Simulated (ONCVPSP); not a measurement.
# Pseudopotential generation for rhenium: ONCV, PBEsol

Task: generate the file, and judge it by its errors in other configurations, its logarithmic derivatives, its ghosts and its cutoff.

Program: ONCVPSP 4.0.1.1 (patched build). Reference atom: PBEsol, scalar-relativistic, spherical and spin-unpolarised. All values are calculated.

## Step 1: The design

Typed settings, in words:

* element: rhenium (Re, Z = 75)
* type: optimised norm-conserving Vanderbilt (ONCV)
* frozen core: [Kr] 4d10
* valence charge: 29
* reference configuration: 4f13 5s2 5p6 5d6 6s2
* partial waves: 5s+6s: rc 1.65 bohr, ncon 4, nbas 7, qcut 8.1 1/bohr, 2 projectors; 5p: rc 1.25 bohr, ncon 4, nbas 9, qcut 6.5 1/bohr, 2 projectors, debl 1.7 Ha; 5d: rc 2.05 bohr, ncon 4, nbas 9, qcut 8.5 1/bohr, 2 projectors, debl 4 Ha; 4f: rc 0.85 bohr, ncon 4, nbas 9, qcut 21.2 1/bohr, 2 projectors, debl 2.7 Ha
* local potential: polynomial inside 0.65 bohr (lpopt 1, dvloc0 6 Ha)
* core correction: Teter function, fcfact 4, rcfact 1.5

An earlier all-electron run gives the scale for the radii.

All-electron outer shells of the reference configuration (PBEsol, scalar-relativistic, ld1.x):

```
shell  level (eV)  outermost node (bohr)  outermost maximum (bohr)
   4d     -265.50                   0.21                      0.44
   5s      -89.27                   0.52                      0.92
   4f      -51.86                      –                      0.41
   5p      -49.93                   0.56                      1.05
   5d       -6.42                   0.61                      1.38
   6s       -6.06                   1.22                      2.51
   6p       -1.24                   1.45                      3.56
```

## Step 2: The generation run

Re.dat reads:

```
# ATOM AND REFERENCE CONFIGURATION
# atsym  z   nc   nv     iexc    psfile
  Re 75.00    9    5  -116133      upf
#
#   n    l    f
    1    0    2.00
    2    0    2.00
    2    1    6.00
    3    0    2.00
    3    1    6.00
    3    2   10.00
    4    0    2.00
    4    1    6.00
    4    2   10.00
    4    3   13.00
    5    0    2.00
    5    1    6.00
    5    2    6.00
    6    0    2.00
#
# PSEUDOPOTENTIAL AND OPTIMIZATION
# lmax
    3
#
#   l,   rc,      ep,       ncon, nbas, qcut
    0    1.65    0.00    4    7    8.10
    1    1.25    0.00    4    9    6.50
    2    2.05    0.00    4    9    8.50
    3    0.85    0.00    4    9   21.20
#
# LOCAL POTENTIAL
# lloc, lpopt,  rc(5),   dvloc0
    4    1    0.65    6.00
#
# VANDERBILT-KLEINMAN-BYLANDER PROJECTORs
# l, nproj, debl
    0    2    0.60
    1    2    1.70
    2    2    4.00
    3    2    2.70
#
# MODEL CORE CHARGE
# icmod, fcfact, rcfact
    3    4.00    1.50
#
# LOG DERIVATIVE ANALYSIS
# epsh1, epsh2, depsh
   -5.00    5.00    0.04
#
# OUTPUT GRID
# rlmax, drl
    6.00    0.01
#
# TEST CONFIGURATIONS
# ncnf
    4
# nvcnf
#   n    l    f
    5
    4    3   14.00
    5    0    2.00
    5    1    6.00
    5    2    5.00
    6    0    2.00
#
    5
    4    3   14.00
    5    0    2.00
    5    1    6.00
    5    2    5.00
    6    0    1.00
#
    5
    4    3   14.00
    5    0    2.00
    5    1    6.00
    5    2    5.00
    6    0    0.00
#
    5
    4    3   14.00
    5    0    2.00
    5    1    6.00
    5    2    3.00
    6    0    0.00
#
```

Launch:

```console
oncvpsp.x < Re.dat > Re.out
```

Q: Predict the outcome of this session. Wanted: cutoffs for 1 and 0.1 mHa per electron, occupied waves; bound ghosts; GHOST(+) flags; largest test error; largest phase difference near zero energy, channels read; rms error of d²Exc/dn², without and with the model core; projector energies reset by the program.

**Answer**, as computed:

```
                                                quantity                               value
  cutoffs for 1 and 0.1 mHa per electron, occupied waves                   190 Ha and 205 Ha
                                            bound ghosts                     s at -328.75 eV
                                          GHOST(+) flags             p at 99 eV, d at 291 eV
                            largest test error (AE − PS)  -392 meV, for 4f14 5s2 5p6 5d3 6s0
largest phase difference near zero energy, channels read                           0.000 rad
 rms error of d²Exc/dn², without and with the model core                   5.66 and 2.35 mHa
                 projector energies reset by the program                 p: -1.835, 0.250 Ha
```

In words: It has a bound ghost (s), a state that the atom doesn't have, and that rules the file out. The worst unpolarised test, 4f14 5s2 5p6 5d3 6s0, is off by 392 meV on 51.0 eV; by total energies transferability rates as poor. That test lies far up in energy; among those under 40 eV, nearer to bonding, the largest error is 265 meV. The potential is very hard: the looser tolerance needs 190 Ha. At the looser tolerance the 4f wave is the slowest; 5p needs 106 Ha. Near zero energy the phases of the channels with partial waves agree within 0.001 rad. The program also flags highly localised states, GHOST(+) (p, d). All of this concerns the isolated atom, not yet a solid.
